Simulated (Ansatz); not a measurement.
Working through a scan of one input key of LaMg3, space group P4/mmm

With Ansatz's Python interface.

Contents of `lamg3.cif`:
```cif
data_LaMg3
_cell_length_a 4.752653
_cell_length_b 4.752653
_cell_length_c 4.966865
_cell_angle_alpha 90.00000
_cell_angle_beta 90.00000
_cell_angle_gamma 90.00000
_symmetry_space_group_name_H-M 'P 1'
_symmetry_Int_Tables_number 1
loop_
_symmetry_equiv_pos_as_xyz
'x, y, z'
loop_
_atom_site_label
_atom_site_type_symbol
_atom_site_fract_x
_atom_site_fract_y
_atom_site_fract_z
La1 La    0.000000    0.000000    0.000000
Mg2 Mg    0.500000    0.000000    0.500000
Mg3 Mg    0.500000    0.500000    0.000000
Mg4 Mg    0.000000    0.500000    0.500000
```

The cells in order, each with its output:

In [1]:
```python
import warnings

import ansatz as az
from ase.io import read
import pandas as pd
```

In [2]:
```python
warnings.simplefilter('ignore', az.DeckWarning)
```

In [3]:
```python
atoms = read('lamg3.cif')
xtal = az.Crystal.from_ase(atoms)
```

In [4]:
```python
[site.symbol for site in xtal.resolved().sites]
```
Out [4]:
```text
['La', 'Mg', 'Mg', 'Mg']
```

In [5]:
```python
setup = (
    xtal.calculation()
    .functional('pbesol')
    .basis(260)
    .kpoints(spacing=0.23)
    .occupations('cold', width=0.1)
    .band_table()
)
typed = setup.input()
rows = []
for value in [2, 5, 10]:
    edited = typed.set(az.key.scf.mixing.ndim, value)
    summary = az.Session.from_dict(edited).plan().execute().report
    rows.append((value, summary['free_energy_ev'], summary['n_iterations'], len(summary['eigenvalues_ev'][0]) if 'eigenvalues_ev' in summary else 0))
print(pd.DataFrame(rows, columns=['history', 'F eV', 'iterations', 'bands listed']).round(4).to_string(index=False))
```
```text
 history        F eV  iterations  bands listed
       2 -11896.9856           8            25
       5 -11896.9856           6            25
      10 -11896.9856           6            25
```

Caveats:
- The settings weren't tested for convergence.
- The cutoff lies under the one recommended for these potentials.
- For a metal this k-point mesh is coarse: on a finer one energies can move by several to tens of meV an atom and pressures by half a GPa or more, differences at one mesh by less.
- This cell is a computed structure, which may not be the phase found in nature.
- The script silences the warnings on its input, which a real study should read.
- Run time: 7.3 s on 1 thread of Arm Neoverse V2, with other jobs on the host, peak memory 0.5 GiB.
